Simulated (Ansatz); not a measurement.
Born–Oppenheimer molecular dynamics of a periodic cell of 16 atoms, Li (start crystal Li, start structure bcc, volume 1.05 times the crystal's). It goes on from the last frame of an earlier run, with new velocities.

These are results of DFT PBEsol, scalar-relativistic, plane waves, PAW in Ansatz, not measurements. Settings: accuracy low, cutoff 420 eV, k mesh 2x2x2, fermi-dirac smearing 0.16 eV, no spin polarisation.

- ensemble: NPT, Langevin
- time step: 1.5 fs
- steps asked: 300
- set temperature: 1260 K
- friction: 0.02 /fs
- pressure: 0 GPa
- seed: 932905

First frame:

```xyz
16
Lattice="7.0944 0.0000 0.0000 0.0000 7.0944 0.0000 0.0000 0.0000 7.0944" Properties=species:S:1:pos:R:3
Li -0.172 -0.504 -0.443
Li 3.835 -0.554 -0.587
Li 0.141 2.682 1.142
Li 0.278 0.773 3.565
Li 1.794 0.794 0.394
Li 3.857 4.057 0.784
Li 2.961 -0.536 1.919
Li 5.315 2.034 1.379
Li 0.008 4.554 4.981
Li 1.288 5.091 1.732
Li 2.649 2.877 4.454
Li 2.958 2.089 2.688
Li 6.105 5.556 1.802
Li 5.688 2.148 5.040
Li 1.683 7.119 4.791
Li 4.111 4.710 3.372
```

(1) What does the run give?

(2) What happens to the structure?

(3) How do temperature and energy run in time?

## Answers

(1) The run went to its last step.

```yaml
steps_done: 300
time_covered: 450 fs
mean_temperature_over_the_second_half: 1355 K
spread_of_the_potential_energy_over_the_second_half: 16.3 meV per atom
mean_potential_energy_of_the_second_half_above_the_start: -74.5 meV per atom
mean_pressure_over_the_second_half: -0.2 GPa
```

The conserved energy stayed within 0.32 meV per atom of its start (net change -0.086 meV per atom), so the integration is sound. A run of 0.45 ps of so small a system gives no equilibrium averages. Limits of this set-up: coarse k mesh, low accuracy level. The cell's volume went from 357 to 476 Å³.

(2) Mean squared displacements from the first frame to the last, about the centre of mass, the cell's change included: Li 10.16 Å². This is one draw of velocities; another would differ in detail.

(3) 
```csv
time (fs),T (K),potential energy less start (eV),conserved less start (meV/atom),P (GPa),volume (Å³)
0.0,1181,0.000,0.00,1.9,357.1
15.0,1449,-0.863,-0.12,1.9,356.3
30.0,1199,-1.291,-0.15,1.6,358.4
45.0,1104,-0.640,-0.02,1.8,356.0
60.0,1570,-1.218,-0.31,1.9,354.9
75.0,1208,-0.888,-0.12,1.7,357.8
90.0,1235,-1.344,-0.16,1.4,364.1
105.0,839,-1.581,-0.06,0.9,373.5
120.0,1057,-1.732,-0.10,0.9,380.0
135.0,1072,-1.532,-0.06,0.9,382.2
150.0,1097,-1.315,-0.08,0.8,386.3
165.0,1209,-1.412,-0.11,0.4,394.2
180.0,1369,-1.046,-0.14,0.7,401.2
195.0,1337,-0.538,-0.08,0.7,406.1
210.0,1603,-1.629,-0.20,0.1,409.2
225.0,1750,-1.308,-0.09,0.2,411.3
240.0,1360,-0.862,-0.08,0.2,415.9
255.0,1620,-0.796,-0.15,0.4,423.8
270.0,1687,-1.376,-0.20,-0.1,433.8
285.0,1333,-1.372,-0.14,-0.5,442.6
300.0,1288,-1.046,-0.10,-0.2,443.0
315.0,1438,-1.117,-0.13,0.1,436.1
330.0,1643,-1.049,-0.17,0.3,428.9
345.0,1135,-0.867,-0.10,-0.1,425.8
360.0,1222,-0.910,-0.15,0.1,420.0
375.0,1332,-1.325,-0.10,0.0,416.4
390.0,1399,-1.719,-0.11,-0.2,421.8
405.0,1118,-1.547,-0.10,-0.6,433.3
420.0,1318,-1.254,-0.09,-0.7,445.6
435.0,1035,-1.322,-0.06,-1.0,462.1
450.0,1276,-1.503,-0.09,-1.1,476.3
```

The run took 21 min on 1 thread of Intel(R) Xeon(R) Platinum 8488C (Sapphire Rapids), with other jobs on the host, peak memory 0.7 GiB.
